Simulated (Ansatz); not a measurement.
# C₃H₄AlCl: a ladder of functionals and wavefunction methods

How much do the methods differ for C₃H₄AlCl? The plan is to run it at one geometry with functionals of several rungs and with coupled cluster. The yardstick is the atomisation energy at the CCSD(T) limit.

The runs use Ansatz 0.2.0, Gaussian basis; functionals in def2-TZVPP, the program's frozen cores in correlated methods.

Plan: LDA (SPW92), PBE-D4, revPBE-D4, BLYP-D4, r2SCAN-D4, B97M-V, PBE0-D4, B3LYP-D4, r2SCANh-D4, r2SCAN0-D4, HSE06-D4, BHLYP-D4, CAM-B3LYP-D4, LC-ωPBE, ωB97X-V, ωB97M-V, B2PLYP, PBE-QIDH; CCSD(T)/def2-SVP; CCSD(T)/def2-TZVPP; MP2/def2-QZVPP; extrapolation to the limit; RPA on PBE.

## 1. The relaxed structure

All runs share one geometry, relaxed beforehand with PBE0-D4 in a triple-zeta def2 set.

SMILES `Cl[CH2][Al]1[CH]=[CH]1`, 9 atoms, charge 0, spin multiplicity 1.

Atoms are counted from 1 here; the program's logs count them from 0.

Bond lengths: Cl1–C2 1.816 Å, C2–Al3 1.945 Å, C2–H6 1.088 Å, C2–H7 1.088 Å, Al3–C4 1.849 Å, Al3–C5 1.849 Å, C4–C5 1.369 Å, C4–H8 1.089 Å, C5–H9 1.089 Å. Angles: Cl1–C2–Al3 95.1°, Cl1–C2–H6 107.2°, Cl1–C2–H7 107.2°, Al3–C2–H6 117.7°, Al3–C2–H7 117.7°, H6–C2–H7 109.8°, C2–Al3–C4 158.3°, C2–Al3–C5 158.3°, C4–Al3–C5 43.4°, Al3–C4–C5 68.3°, Al3–C4–H8 164.3°, C5–C4–H8 127.4°, Al3–C5–C4 68.3°, Al3–C5–H9 164.3°, C4–C5–H9 127.4°.

## 2. LDA

This LDA is Slater exchange with PW92 correlation.

in.yaml reads:

```yaml
crystal:
  periodic: [false, false, false]
  atoms:
    - {symbol: Cl, position_ang: [-1.421490, 1.816248, 1.302211]}
    - {symbol: C, position_ang: [0.240931, 1.120668, 1.524894]}
    - {symbol: Al, position_ang: [0.136276, -0.075231, -0.006039]}
    - {symbol: C, position_ang: [-0.245224, -1.610841, -0.963171]}
    - {symbol: C, position_ang: [0.272372, -0.629830, -1.764894]}
    - {symbol: H, position_ang: [0.945818, 1.947833, 1.472598]}
    - {symbol: H, position_ang: [0.272183, 0.671723, 2.515489]}
    - {symbol: H, position_ang: [-0.565182, -2.608044, -1.260806]}
    - {symbol: H, position_ang: [0.452714, -0.678826, -2.837483]}
basis:
  gaussian: {orbitals: def2-TZVPP}
hamiltonian: {xc: lda}
output: {orbitals: {seedname: orbitals}}
```

Command:

```sh
ansatz run in.yaml --threads 2 --pin off --events-out ev --progress --plain --max-ram 4352MiB
```

Further steps of the session: PBE-D4 (GGA); revPBE-D4 (GGA); BLYP-D4 (GGA); r2SCAN-D4 (meta-GGA); B97M-V (meta-GGA); PBE0-D4 (hybrid); B3LYP-D4 (hybrid); r2SCANh-D4 (hybrid); r2SCAN0-D4 (hybrid); HSE06-D4 (hybrid); BHLYP-D4 (hybrid); CAM-B3LYP-D4 (range-separated); LC-ωPBE (range-separated); ωB97X-V (range-separated); ωB97M-V (range-separated); B2PLYP (double hybrid); PBE-QIDH (double hybrid); CCSD(T) in def2-SVP; CCSD(T) in def2-TZVPP; MP2 in def2-QZVPP; RPA on PBE orbitals.

Q: Predict the results of all the runs planned. Wanted: atomisation energy, CCSD(T)/CBS; farthest beyond LDA; mean size of error, GGA; mean size of error, meta-GGA; mean size of error, hybrid; mean size of error, range-separated; mean size of error, double hybrid; gap, smallest and largest; T1 diagnostic.

As calculated:

| quantity | value |
| --- | --- |
| atomisation energy, CCSD(T)/CBS | 3297.2 kJ/mol |
| functionals within 16.5 kJ/mol (0.5 %) | revPBE-D4, BLYP-D4, B3LYP-D4, r2SCANh-D4, CAM-B3LYP-D4, LC-ωPBE, ωB97X-V, PBE-QIDH |
| farthest beyond LDA | BHLYP-D4 (-113.2 kJ/mol) |
| mean size of error, GGA | 43.0 kJ/mol |
| mean size of error, meta-GGA | 33.2 kJ/mol |
| mean size of error, hybrid | 39.7 kJ/mol |
| mean size of error, range-separated | 9.6 kJ/mol |
| mean size of error, double hybrid | 22.7 kJ/mol |
| gap, smallest and largest | 3.48 eV (LDA (SPW92)), 10.39 eV (LC-ωPBE) |
| T1 diagnostic | 0.0122 |
| triples share of the correlation energy | 4.6 % |

In words: The LDA atomisation energy is off by 509.7 kJ/mol (15 %): it overbinds. PBE-D4 misses by +101.8 kJ/mol. Double hybrids carry the basis error of their MP2 part in triple zeta, and no dispersion term here, so their miss is partly the set-up's. Taken by rung, range-separated functionals do best (9.6 kJ/mol on average) and GGA ones worst beyond LDA (43.0 kJ/mol). Misses under about 16.5 kJ/mol are within the doubt on the reference itself, which lacks core-valence correlation, relativity and higher excitations. Hartree-Fock recovers 72 % of the binding; the rest is correlation. CCSD(T) in def2-SVP is off by -172.2 kJ/mol, worse than the median functional, from the basis alone. The gap grows from 3.5 to 10.4 eV across the functionals, mostly with the share of exact exchange.
